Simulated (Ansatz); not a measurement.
# GeH3IO (SMILES [OH][GeH2][I]): single points off equilibrium

Aim: energy, forces and dipole at a structure displaced at random from a GFN2-xTB minimum, from CCSD(T) and from density functionals.

Method: single points in def2-TZVPP; program: Ansatz 0.2.0, Gaussian basis.

Correlated methods freeze the cores. Filled d shells of the heavier atoms are correlated. Core potentials replace the inner electrons past krypton, and spin-orbit coupling is left out. B3LYP uses VWN-RPA correlation.

### 1 Starting geometry

SMILES `[OH][GeH2][I]`, 6 atoms, charge 0, spin multiplicity 1.

Atoms are counted from 1 here; the program's logs count them from 0.

Bond lengths: O1–Ge2 1.593 Å, O1–H4 0.912 Å, Ge2–I3 2.789 Å, Ge2–H5 1.532 Å, Ge2–H6 1.565 Å. Angles: Ge2–O1–H4 129.1°, O1–Ge2–I3 103.4°, O1–Ge2–H5 122.8°, O1–Ge2–H6 109.1°, I3–Ge2–H5 102.5°, I3–Ge2–H6 105.4°, H5–Ge2–H6 111.7°.

Geometry (Å):

```mol
GeH3IO
  3D, bonds by distance, orders not assigned

  6  5  0  0  0  0  0  0  0  0999 V2000
   -0.6009   -1.1763    0.0553 O   0  0
    0.4507    0.0198    0.1016 Ge  0  0
   -1.1556    2.2978   -0.0018 I   0  0
   -1.1542   -1.4307   -0.6241 H   0  0
    1.4637    0.2768   -1.0188 H   0  0
    1.1281    0.0512    1.5125 H   0  0
  1  2  8  0
  1  4  8  0
  2  3  8  0
  2  5  8  0
  2  6  8  0
M  END
```

### 2 CCSD(T)/def2-TZVPP

Input file run/in.yaml:

```yaml
crystal:
  periodic: [false, false, false]
  atoms:
    - {symbol: O, position_ang: [-0.600900, -1.176300, 0.055300]}
    - {symbol: Ge, position_ang: [0.450700, 0.019800, 0.101600]}
    - {symbol: I, position_ang: [-1.155600, 2.297800, -0.001800]}
    - {symbol: H, position_ang: [-1.154200, -1.430700, -0.624100]}
    - {symbol: H, position_ang: [1.463700, 0.276800, -1.018800]}
    - {symbol: H, position_ang: [1.128100, 0.051200, 1.512500]}
basis:
  gaussian: {orbitals: def2-TZVPP}
correlation: {method: ccsd_t}
output: {forces: true}
```

The command line of these runs was not kept.

### 3 PBE0-D4/def2-TZVPP

run/in.yaml, as its differences from that of step 2:

```diff
@@ -11,3 +11,3 @@
   gaussian: {orbitals: def2-TZVPP}
-correlation: {method: ccsd_t}
-output: {forces: true}
+hamiltonian: {xc: pbe0, dispersion: d4}
+output: {forces: true, orbitals: {seedname: orbitals}}
```

### 4 wB97M-V/def2-TZVPP

run/in.yaml, as its differences from that of step 3:

```diff
@@ -11,3 +11,3 @@
   gaussian: {orbitals: def2-TZVPP}
-hamiltonian: {xc: pbe0, dispersion: d4}
-output: {forces: true, orbitals: {seedname: orbitals}}
+hamiltonian: {xc: {name: wB97M-V}}
+output: {forces: true}
```

### 5 r2SCAN-D4/def2-TZVPP

run/in.yaml, as its differences from that of step 4:

```diff
@@ -11,3 +11,3 @@
   gaussian: {orbitals: def2-TZVPP}
-hamiltonian: {xc: {name: wB97M-V}}
+hamiltonian: {xc: r2scan, dispersion: d4}
 output: {forces: true}
```

### 6 PBE-D4/def2-TZVPP

run/in.yaml, as its differences from that of step 5:

```diff
@@ -11,3 +11,3 @@
   gaussian: {orbitals: def2-TZVPP}
-hamiltonian: {xc: r2scan, dispersion: d4}
+hamiltonian: {xc: pbe, dispersion: d4}
 output: {forces: true}
```

### 7 B3LYP-D4/def2-TZVPP

run/in.yaml, as its differences from that of step 6:

```diff
@@ -11,3 +11,3 @@
   gaussian: {orbitals: def2-TZVPP}
-hamiltonian: {xc: pbe, dispersion: d4}
+hamiltonian: {xc: {name: B3LYP}, dispersion: d4}
 output: {forces: true}
```

### 8 r2SCANh-D4/def2-TZVPP

run/in.yaml, as its differences from that of step 7:

```diff
@@ -11,3 +11,3 @@
   gaussian: {orbitals: def2-TZVPP}
-hamiltonian: {xc: {name: B3LYP}, dispersion: d4}
+hamiltonian: {xc: {name: r2SCANh}, dispersion: d4}
 output: {forces: true}
```

(Steps that only read results are left out.)

What does the calculation give? Wanted: energy less free atoms, CCSD(T)/def2-TZVPP; RMS force component; RMS force error; HOMO and LUMO, PBE0-D4; T1 diagnostic.

The runs gave:

| quantity | value |
| --- | --- |
| energy less free atoms, CCSD(T)/def2-TZVPP | -1579.5 kJ/mol |
| RMS force component | 2.268 to 2.435 eV/Å over the methods |
| RMS force error | PBE0-D4 0.089, wB97M-V 0.041, r2SCAN-D4 0.094, PBE-D4 0.216, B3LYP-D4 0.121, r2SCANh-D4 0.103 eV/Å |
| HOMO and LUMO, PBE0-D4 | -7.06 and -1.37 eV |
| T1 diagnostic | 0.010 |

**Reading.** Against CCSD(T) the functionals' energies less atoms differ by -39.7 to -10.6 kJ/mol, PBE-D4 by -39.7 kJ/mol. A larger basis would deepen the CCSD(T) value, while the functionals are nearly converged already, so the order here is not reliable. The forces of wB97M-V come nearest to CCSD(T), those of PBE-D4 are farthest. Frozen-core CCSD(T) forces in triple zeta carry basis errors of their own, and this is one geometry, so small gaps rank nothing.
